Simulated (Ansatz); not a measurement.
**TaO3 (Pm-3m): test of the smearing width from a Python script**

How much does the smearing width move the energy of TaO3 (Pm-3m)? The task is a test of the smearing width, for TaO3 (Pm-3m).

Computed with Ansatz 0.2.0 through its Python package. Level of theory: DFT PBEsol, plane waves, PAW.

### Step 1. The system

The structure is cubic, space group Pm-3m (No. 221). Conventional cell: a = 3.960 Å, b = 3.960 Å, c = 3.960 Å, α = 90.00°, β = 90.00°, γ = 90.00°. Ta (site symmetry m-3m) has 6 O at 1.98 Å as nearest neighbours. O (site symmetry 4/mmm) is surrounded by 2 Ta at 1.98 Å.

The script holds or builds the structure itself.

### Step 2. The script

smear_tao3.py reads:

```python
'''Smearing width test for TaO3.'''

import ansatz
import matplotlib.pyplot as plt

structure = (
    ansatz.Lattice.of((3.96034, 0.0, 0.0), (0.0, 3.96034, 0.0), (0.0, 0.0, 3.96034))
    .atom('Ta', (0.5, 0.5, 0.5))
    .atom('O', (0.0, 0.5, 0.5))
    .atom('O', (0.5, 0.5, 0.0))
    .atom('O', (0.5, 0.0, 0.5))
)

calculation = (
    structure.calculation()
    .functional('PBEsol')
    .pseudopotentials('paw')
    .basis(450)
    .kpoints(spacing=0.32)  # the mesh must be finer for metals
)

rows = []
for value in [0.25, 0.15, 0.1, 0.05, 0.025]:
    data = calculation.occupations('methfessel_paxton', width=value).run(threads=1, backend='cpu').report
    rows.append((value, data['free_energy_ev'] / len(data['lattice']['sites']), data['n_iterations'], data['n_kpoints']))

print('  width (eV)   F/atom (eV)    iterations      k-points')
for row in rows:
    print(f'{str(row[0]):>12s}  {row[1]:12.5f}  {row[2]:12d}  {row[3]:12d}')

# differences from the last row
for row in rows[:-1]:
    shift = 1000 * (row[1] - rows[-1][1])
    print(f'{row[0]}: {shift:+.2f} meV/atom' + ('  (within 2 meV)' if abs(shift) < 2 else ''))
plt.figure(figsize=(4.5, 3))
plt.plot([str(row[0]) for row in rows], [1000 * (row[1] - rows[-1][1]) for row in rows], 'o-')
plt.xlabel('width (eV)')
plt.ylabel('F - F(last) (meV/atom)')
plt.tight_layout()
plt.savefig('smear.png', dpi=100)
```

### Step 3. The calls as engine input

The engine receives this input (first run):

```yaml
crystal:
  lattice:
    - [3.96034, 0.0, 0.0]
    - [0.0, 3.96034, 0.0]
    - [0.0, 0.0, 3.96034]
  atoms:
    - { symbol: Ta, position: [0.5, 0.5, 0.5] }
    - { symbol: O, position: [0.0, 0.5, 0.5] }
    - { symbol: O, position: [0.5, 0.5, 0.0] }
    - { symbol: O, position: [0.5, 0.0, 0.5] }
basis:
  ecutwfc: 450.0
kpoints:
  mp_grid:
    kspacing: 0.32
hamiltonian:
  xc: pbesol
  pseudopotentials:
    kind: paw
scf:
  occupations:
    method: methfessel_paxton
    width: 0.25
```

### Step 4. Launch

Command:

```sh
python smear_tao3.py
```

The log of the run:

```text
  width (eV)   F/atom (eV)    iterations      k-points
        0.25   -2872.59341             7            10
        0.15   -2872.59642             7            10
         0.1   -2872.59684             7            10
        0.05   -2872.59678             6            10
       0.025   -2872.59668             7            10
0.25: +3.27 meV/atom
0.15: +0.26 meV/atom  (within 2 meV)
0.1: -0.16 meV/atom  (within 2 meV)
0.05: -0.10 meV/atom  (within 2 meV)
```

It took 5.1 s on 1 thread of Arm Neoverse V2, shared host; peak memory 0.39 GiB.

### Step 5. Inputs of later runs

The engine's inputs for some of the other runs:

Run 2, against run 1:

```diff
@@ -23 +23 @@
-    width: 0.25
+    width: 0.15
```

Run 3, against run 1:

```diff
@@ -23 +23 @@
-    width: 0.25
+    width: 0.1
```

Run 4, against run 1:

```diff
@@ -23 +23 @@
-    width: 0.25
+    width: 0.05
```

### Step 6. The engine's runs

The 5 runs, in the order started:

```
run  width (eV)  energy from run 5 (meV/atom)  the same at zero width (meV/atom)  SCF cycles  CPU time (s)
  1        0.25                          3.27                               0.66           7           0.8
  2        0.15                          0.26                              -0.32           7          0.71
  3         0.1                         -0.16                              -0.26           7          0.65
  4        0.05                         -0.10                              -0.08           6          0.62
  5       0.025                          0.00                               0.00           7          0.63
```

Energies are free energies F = E - TS of the smeared occupations. 

### Step 7. Outcome

| quantity | value |
| --- | --- |
| runs compared | 5 |
| last run but one, from the last | -0.10 meV/atom |
| within 5 meV/atom of the last run from | 0.25 |

**Reading.** Going from 0.025 to 0.25 eV changes F by +3.3 meV an atom. This scheme is built to cancel the term in the square of the width, but that needs a smooth density of states and a fine mesh, and here a sizeable shift remains. Caveats:
- The cell holds an odd number of electrons and is run without spin, so a magnetic state may lie lower.
- The mesh is modest for a metal, so energies can be off by several to tens of meV an atom and pressures by half a GPa or more; differences at equal mesh fare better.
- The narrowest width needs the finest mesh, so the last row is no converged reference.
- Spin-orbit coupling, which matters for elements this heavy, is left out.
- The structure comes from a database of computed cells and needn't be a stable or known phase.
